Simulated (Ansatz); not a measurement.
Task: a rigid scan of one bond length of C₂H₆SSn, SMILES C[CH2][Sn][SH], with Ansatz 0.2.0 through its Python package. Give the script and its output. Use (for the species named): B3LYP, def2-SVP basis, multiplicity 1.

```yaml
atoms:
  - { symbol: C, position_ang: [-0.0921, 0.7496, 0.7942] }
  - { symbol: C, position_ang: [-0.4235, 0.6914, -0.7094] }
  - { symbol: Sn, position_ang: [0.8506, -0.7513, -1.6291] }
  - { symbol: S, position_ang: [0.6202, -2.8921, -0.5714] }
  - { symbol: H, position_ang: [-0.3236, -0.1925, 1.2531] }
  - { symbol: H, position_ang: [0.9143, 1.1118, 0.9509] }
  - { symbol: H, position_ang: [-0.7831, 1.5566, 1.2415] }
  - { symbol: H, position_ang: [-1.4350, 0.4020, -0.8791] }
  - { symbol: H, position_ang: [-0.2493, 1.6985, -1.1464] }
  - { symbol: H, position_ang: [1.0046, -2.4252, 0.6987] }
```

The script, `scan.py`:
```python
# -*- coding: utf-8 -*-
import ansatz
import numpy as np

geometry_ang = [
    ("C", [-0.0921, 0.7496, 0.7942]),
    ("C", [-0.4235, 0.6914, -0.7094]),
    ("Sn", [0.8506, -0.7513, -1.6291]),
    ("S", [0.6202, -2.8921, -0.5714]),
    ("H", [-0.3236, -0.1925, 1.2531]),
    ("H", [0.9143, 1.1118, 0.9509]),
    ("H", [-0.7831, 1.5566, 1.2415]),
    ("H", [-1.435, 0.402, -0.8791]),
    ("H", [-0.2493, 1.6985, -1.1464]),
    ("H", [1.0046, -2.4252, 0.6987]),
]
molecule = ansatz.Crystal.molecule()
for symbol, xyz in geometry_ang:
    molecule = molecule.atom(symbol, xyz)

symbols = [site.symbol for site in molecule.cartesian_sites]
start = np.array([site.position_ang for site in molecule.cartesian_sites])
axis = (start[7] - start[1]) / np.linalg.norm(start[7] - start[1])
moving = [7]
lengths, energies = [0.938, 0.98, 1.023, 1.066, 1.108, 1.151, 1.194, 1.258], []
for length in lengths:
    xyz = start.copy()
    xyz[moving] += (length - np.linalg.norm(start[7] - start[1])) * axis
    point = ansatz.Crystal.molecule()
    for symbol, xyz in zip(symbols, xyz):
        point = point.atom(symbol, xyz.tolist())
    job = point.calculation().basis(gaussian="def2-SVP").functional("b3lyp").accuracy("medium")
    r = job.run(threads=1, backend="cpu").report
    energies.append(r["free_energy_ev"])
    print(f"r = {length:6.3f} A  E = {energies[-1]:.5f} eV  <S^2> = {abs(r['mean_field']['state']['spin_squared']):.3f}")

fit = np.polynomial.Polynomial.fit(lengths, np.array(energies) - min(energies), 4).convert()
roots = [r.real for r in fit.deriv().roots() if abs(r.imag) < 1e-9 and fit.deriv(2)(r.real) > 0]
r_e = min(roots, key=lambda r: abs(r - lengths[int(np.argmin(energies))]))
print(f"minimum of the fit at {r_e:.4f} A, force constant {fit.deriv(2)(r_e):.2f} eV/A^2")
```

Running `python scan.py` prints:
```text
r =  0.938 A  E = -18835.53871 eV  <S^2> = 0.000
r =  0.980 A  E = -18835.84460 eV  <S^2> = 0.000
r =  1.023 A  E = -18836.03880 eV  <S^2> = 0.000
r =  1.066 A  E = -18836.13812 eV  <S^2> = 0.000
r =  1.108 A  E = -18836.16327 eV  <S^2> = 0.000
r =  1.151 A  E = -18836.13167 eV  <S^2> = 0.000
r =  1.194 A  E = -18836.05522 eV  <S^2> = 0.000
r =  1.258 A  E = -18835.88071 eV  <S^2> = 0.000
minimum of the fit at 1.1041 A, force constant 31.91 eV/A^2
```

What to keep in mind:
- The settings weren't tested for convergence.
- The rest of the molecule is held rigid at a force-field or estimated start geometry, and the basis set is modest; single-reference methods fail as a bond breaks.
- def2 sets replace the cores of elements past krypton by effective core potentials.
- b3lyp holds the VWN-RPA fit, as in Gaussian; the form of ORCA and Turbomole is b3lyp5.
- The orbitals are restricted, so S² is zero by construction.
- Hardware and time: 42 s on 1 thread of Arm Neoverse V1, on a shared host, peak memory 0.28 GiB.

(A comment or docstring line of the script was reworded after the run, the code is as it ran; lines on the test bed's own set-up are left out of the output.)
